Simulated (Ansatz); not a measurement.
# AlAsH (quartet): from Hartree-Fock to the top rungs, cc-pVDZ

An exercise on one series of results from a longer session: the logs are not shown, and one member is left open.

Computed with Ansatz 0.2.0, Gaussian basis. Level: cc-pVDZ, core rule «outside noble gas», up to 19 orbitals frozen.

The runs, in order: UHF; CCSD(T) on ROHF; CCSD(T) on UHF; BCCD(T) on ROHF; CISD; CCSDT(Q) on ROHF; CCSDT(Q) on UHF; CCSDTQ on ROHF; CCSDTQ on UHF.

13 further runs of the same task are left out: 7 for a known fault of the program, 1 that didn't finish, 5 set aside as unsound or not needed.

## The geometry

The geometry is a PBE0/def2-TZVP stationary point (not a proven minimum) of the parent state, kept for this charge and spin. No spin-orbit coupling is included. The filled d shell of As may be among the frozen orbitals whatever the setting's name suggests; the logs give the count.

3 atoms, charge 0, spin multiplicity 4.

Atoms are counted from 1 here; the program's logs count them from 0.

Bond lengths: Al1–As2 2.281 Å, As2–H3 1.561 Å. Angles: Al1–As2–H3 68.1°.

The first run:

The input, in.yaml:

```yaml
crystal:
  periodic: [false, false, false]
  atoms:
    - {symbol: Al, position_ang: [0.000000, -0.010984, 1.677500]}
    - {symbol: As, position_ang: [0.000000, -0.015337, -0.603790]}
    - {symbol: H, position_ang: [0.000000, 1.434043, -0.024416]}
basis:
  gaussian: {orbitals: cc-pVDZ}
magnetization: {spin_polarized: true, initial_magnetization: 3}
hamiltonian: {xc: hf}
output: {orbitals: {seedname: orbitals}}
```

On the command line:

```
ansatz run in.yaml --threads 1 --pin off --events-out ev --progress --plain --max-ram 4096MiB --backend cpu
```

Steps of the session up to this table: UHF; CCSD(T) on ROHF; CCSD(T) on UHF; BCCD(T) on ROHF; CISD; CCSDT(Q) on ROHF; CCSDT(Q) on UHF; CCSDTQ on ROHF; CCSDTQ on UHF.

One table of the session follows, with a row left open; its other results are not shown here.

It belongs to the step «Misses and costs». 

```
   method  from UCCSDTQ (kcal/mol)
     ROHF                   +98.44
      UHF                   +94.80
     RMP2                   +21.73
     UMP2                   +21.47
     CISD                    +9.66
    RCCSD                    +4.26
    UCCSD                    +4.02
 RCCSD(T)                    +1.02
 UCCSD(T)                    +0.91
  BCCD(T)                    +1.01
   RCCSDT                    +0.33
   UCCSDT                    +0.21
RCCSDT(Q)                    +0.14
UCCSDT(Q)                    +0.02
  RCCSDTQ                        ?
  UCCSDTQ                        0
```

Q: Estimate the row for RCCSDTQ from the others.

**Answer.** from UCCSDTQ (kcal/mol): +0.11. In the column «from UCCSDTQ (kcal/mol)» it lies between UCCSDT(Q) (+0.02) and RCCSDT(Q) (+0.14).

To keep in mind: Restricted and unrestricted rows rest on different reference determinants; where their highest levels disagree by more than a few hundredths of an eV, they describe different states and don't form one ladder.
